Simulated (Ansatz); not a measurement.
Runs of Ansatz 0.2.0 on NiMoIrPdW. The structure is trigonal, space group P3m1 (No. 156). The conventional cell has a = 2.766 Å, b = 2.766 Å, c = 11.023 Å, α = 90.00°, β = 90.00°, γ = 120.00°. Ni (site symmetry 3m) has 3 Mo at 2.60 Å and 3 Pd at 2.71 Å and 6 Ni at 2.77 Å as nearest neighbours. Around Mo (site symmetry 3m) lie 3 Ni at 2.60 Å and 6 Mo at 2.77 Å and 3 Ir at 2.82 Å. Around Pd (site symmetry 3m) lie 3 Ni at 2.71 Å and 3 W at 2.74 Å and 6 Pd at 2.77 Å. Around Ir (site symmetry 3m) lie 3 W at 2.74 Å and 6 Ir at 2.77 Å and 3 Mo at 2.82 Å. Around W (site symmetry 3m) lie 3 Pd at 2.74 Å and 3 Ir at 2.74 Å and 6 W at 2.77 Å. The cell was built by a generator and needn't be a form met in nature.

```csv
task,level,potentials or basis,cell,k mesh,cutoff (eV),basis error allowed,gap on the mesh (eV),pressure (GPa),moment (μB),relaxed volume (Å³/atom),largest force (eV/Å)
band structure,RPBE,"all-electron LAPW, scalar-relativistic",as given,8 × 8 × 2,259,0.002 eV/atom,-,4.4,0.00,-,(d)
density of states,PBE,all-electron PAW datasets made for the crystal,as given,8 × 8 × 2,440,-,none,0.3,0.00,-,0.07
band structure,BLYP,"all-electron LAPW, scalar-relativistic",as given,8 × 8 × 2,259,0.002 eV/atom,-,11.5,0.00,-,0.20
band structure,LDA,"all-electron LAPW, scalar-relativistic",as given,8 × 8 × 2,259,0.002 eV/atom,-,(a),0.00,-,0.13
relaxation of cell and atoms,PBE+D4,all-electron PAW datasets made for the crystal,relaxed,7 × 7 × 2,-,-,-,0.0,0.00,14.29,-
band structure,PBE,"all-electron LAPW, scalar-relativistic",as given,7 × 7 × 2,259,0.002 eV/atom,-,0.3,0.13,-,(b)
single point,PBE,"all-electron LAPW, scalar-relativistic",as given,6 × 6 × 2,232,0.005 eV/atom,none,-0.3,0.00,-,(c)
relaxation of cell and atoms,PBEsol,all-electron PAW datasets made for the crystal,relaxed,7 × 7 × 2,-,-,-,0.0,0.00,14.10,-
```

Alike in all rows: spin collinear, ferromagnetic start; smearing fermi-dirac 0.05 eV; the mesh is coarse, so values aren't converged.

Question: Estimate the missing entries.

Answer: (a) -14.2; (b) 0.21; (c) 0.44; (d) 0.08.

Caveats: some runs use coarse meshes; the k mesh is thin for a metal, which can move the energy by tens of meV per atom; the program listed the state as in doubt (some runs); the program warned that the printed levels may be off, so bands, gaps and densities of states are rough (some runs).

A k mesh can miss the band edges, and the runs leave out spin-orbit coupling on Ir, Mo, Pd, W.

A gap of «none» marks a metal or a gap under the smearing width.

Not every run made on this cell is shown here.
